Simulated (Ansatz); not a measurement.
# EuMoN2: the cost of one run

Program: Ansatz 0.2.0. Level of theory: DFT PBE, scalar-relativistic, plane waves, PAW. These are calculated values, not measurements.

1 further run of the same task is left out (it didn't finish).

## (1) The system as given

It takes space group Cmmm (No. 65, orthorhombic). The conventional cell has a = 4.376 Å, b = 4.761 Å, c = 8.078 Å, α = 90.00°, β = 90.00°, γ = 90.00°. Eu (site symmetry mmm) has 2 N at 2.17 Å as nearest neighbours. Mo (site symmetry mmm) has 2 N at 1.87 Å as nearest neighbours. Around N (site symmetry mm2) lie 1 Mo at 1.87 Å and 1 Eu at 2.17 Å.

As a file:

```
Eu Mo N
1.0
     2.18801   -2.38058    0.00000
     2.18801    2.38058    0.00000
     0.00000    0.00000    8.07837
Eu Mo N
1 1 2
Direct
  0.50000 0.50000 0.50000
  0.50000 0.50000 0.00000
  0.50000 0.50000 0.23130
  0.50000 0.50000 0.76870
```

Recipe of the guess: random cell by space group and Wyckoff sites (Cmmm, No. 65). The dimensions are guesses.

## (2) Probe: one point on a coarse mesh

input.yaml

```yaml
crystal:
  lattice:
    - [2.18801278, -2.38058489, 0.0]
    - [2.18801278, 2.38058489, 0.0]
    - [0.0, 0.0, 8.07837464]
  atoms:
    - { symbol: Eu, position: [0.5, 0.5, 0.5], spin: 7.0 }
    - { symbol: Mo, position: [0.5, 0.5, 0.0], spin: 1.0 }
    - { symbol: "N", position: [0.5, 0.5, 0.23129688] }
    - { symbol: "N", position: [0.5, 0.5, 0.76870312] }
basis:
  ecutwfc: 420
kpoints:
  mp_grid: { grid: [6, 6, 2] }
hamiltonian:
  xc: pbe
scf:
  occupations: { method: gaussian, width: 0.1 }
  lower_state_search: "off"
output:
  forces: true
  stress: true
  eigenvalues: true
  populations: true
magnetization:
  spin_polarized: true
```

On the command line:

```console
$ ansatz run input.yaml --threads 1 --pin off --max-ram 2560MiB --backend cpu --events-out ev --progress --plain --runs-dir out
```

What time and memory should one allow on 1 thread of Intel Xeon Platinum 8175M at 2.50GHz (Skylake/Cascade Lake), shared host?

About 20 s, with a peak of 0.46 GiB.
